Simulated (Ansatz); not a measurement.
# CH5FOSi: the cost of one run

Method: RKS r2SCANh-D4/def2-SVP, in Ansatz 0.2.0.

## Step 1: Starting point

Bond lengths: Si1–F2 1.994 Å, Si1–O3 1.573 Å, Si1–C4 2.187 Å, O3–C4 1.455 Å, Si1–H6 1.448 Å, Si1–H7 1.441 Å, C4–H8 1.088 Å, C4–H9 1.092 Å. Angles (14 of 17 angles, heavy atoms first): F2–Si1–O3 105.4°, F2–Si1–C4 71.9°, O3–Si1–C4 41.7°, Si1–O3–C4 92.4°, Si1–C4–O3 45.9°, F2–Si1–H6 96.0°, F2–Si1–H7 96.4°, O3–Si1–H6 118.2°, O3–Si1–H7 114.8°, C4–Si1–H6 97.8°, C4–Si1–H7 142.2°, Si1–C4–H8 107.8°, Si1–C4–H9 140.4°, O3–C4–H8 109.5°.

Structure file:

```xyz
9

Si   -1.0024   -0.3914    0.3073
F    -0.6046    1.5534    0.4984
O    -0.0806   -0.8927   -0.8643
C     1.0180   -0.0329   -0.4505
H     0.4601    1.1141    0.0934
H    -0.6422   -0.7526    1.6627
H    -2.3929   -0.2387   -0.0405
H     1.7110   -0.6015    0.1668
H     1.5337    0.2423   -1.3734
```

## Step 2: A restrained relaxation towards end A

Springs on the bonds that form and break draw the guess towards this end; the thresholds are loose.

File input.yaml:

```yaml
crystal:
  periodic: [false, false, false]
  atoms:
    - { symbol: Si, position_ang: [-1.0024, -0.3914, 0.3073] }
    - { symbol: F, position_ang: [-0.6046, 1.5534, 0.4984] }
    - { symbol: O, position_ang: [-0.0806, -0.8927, -0.8643] }
    - { symbol: C, position_ang: [1.018, -0.0329, -0.4505] }
    - { symbol: H, position_ang: [0.4601, 1.1141, 0.0934] }
    - { symbol: H, position_ang: [-0.6422, -0.7526, 1.6627] }
    - { symbol: H, position_ang: [-2.3929, -0.2387, -0.0405] }
    - { symbol: H, position_ang: [1.711, -0.6015, 0.1668] }
    - { symbol: H, position_ang: [1.5337, 0.2423, -1.3734] }
basis:
  gaussian: { orbitals: def2-SVP }
hamiltonian:
  xc: r2scanh
  dispersion: d4
relax:
  f_tol: 0.15
  max_steps: 25
  restrain:
    - { distance: [4, 1], at: 2.18, k: 30.0 }
    - { distance: [0, 3], at: 3.17, k: 30.0 }
    - { distance: [0, 1], at: 1.68, k: 30.0 }
    - { distance: [4, 3], at: 1.07, k: 30.0 }
```

On the command line:

```sh
$ ansatz run input.yaml --threads 2 --pin off --max-ram 3072MiB --backend cpu --events-out ev --progress --plain --runs-dir out
```

Q: Estimate wall time and peak memory on 2 threads of AMD EPYC 7B13 (Zen 3), shared host.

About 24 s, with a peak of 0.21 GiB.
